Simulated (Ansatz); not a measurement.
HfIn4SiO6 in Ansatz: the effect of Hubbard term

The system is HfIn4SiO6.

```
Hf In Si O
1.0
     5.27743    0.00000    0.00000
    -2.63872    4.57039    0.00000
     0.00000    0.00000   10.55905
Hf In Si O
1 4 1 6
Direct
  0.66667 0.33333 0.00000
  0.00000 0.00000 0.30446
  0.00000 0.00000 0.69554
  0.33333 0.66667 0.78919
  0.33333 0.66667 0.21081
  0.00000 0.00000 0.00000
  0.97300 0.70496 0.89972
  0.29504 0.02700 0.10028
  0.29504 0.26804 0.89972
  0.73196 0.70496 0.10028
  0.73196 0.02700 0.89972
  0.97300 0.26804 0.10028
```

The cell was built by a generator and needn't be a form met in nature.

Alike in all runs:

```yaml
Program: Ansatz 0.2.0
Task: projected density of states
Functional: PBE
Potentials_or_basis: Ansatz PAW
Cutoff: "420 eV (not typed: the program's choice for these potentials)"
k_mesh: 6 × 6 × 3
Occupations: fermi-dirac, width 0.05 eV
Spin: no spin polarisation
Hubbard_projectors: ortho-atomic (the default)
Double_counting: fll (the default)
```

| Hubbard term | pressure (GPa) | largest force (eV/Å) |
| --- | --- | --- |
| Hf d U = 2 eV | 0.3 | 0.12 |
| Hf d U = 4 eV | ? | ? |
| Hf d U = 6 eV | 1.1 | 0.40 |
| Hf d U = 8 eV | 1.5 | 0.56 |

Task: What does the run with Hubbard term Hf d U = 4 eV give?

Result: Pressure 0.7 GPa; largest force 0.26 eV/Å.

Worked out: A straight line through the other rows of the pressure, of slope 0.2 GPa per eV, gives 0.7 GPa, against the run's 0.7. A straight line through the other rows of the largest force, of slope 0.0729 eV/Å per eV, gives 0.26 eV/Å, against the run's 0.26.

Caveats: U without spin polarisation on a metal has little footing.
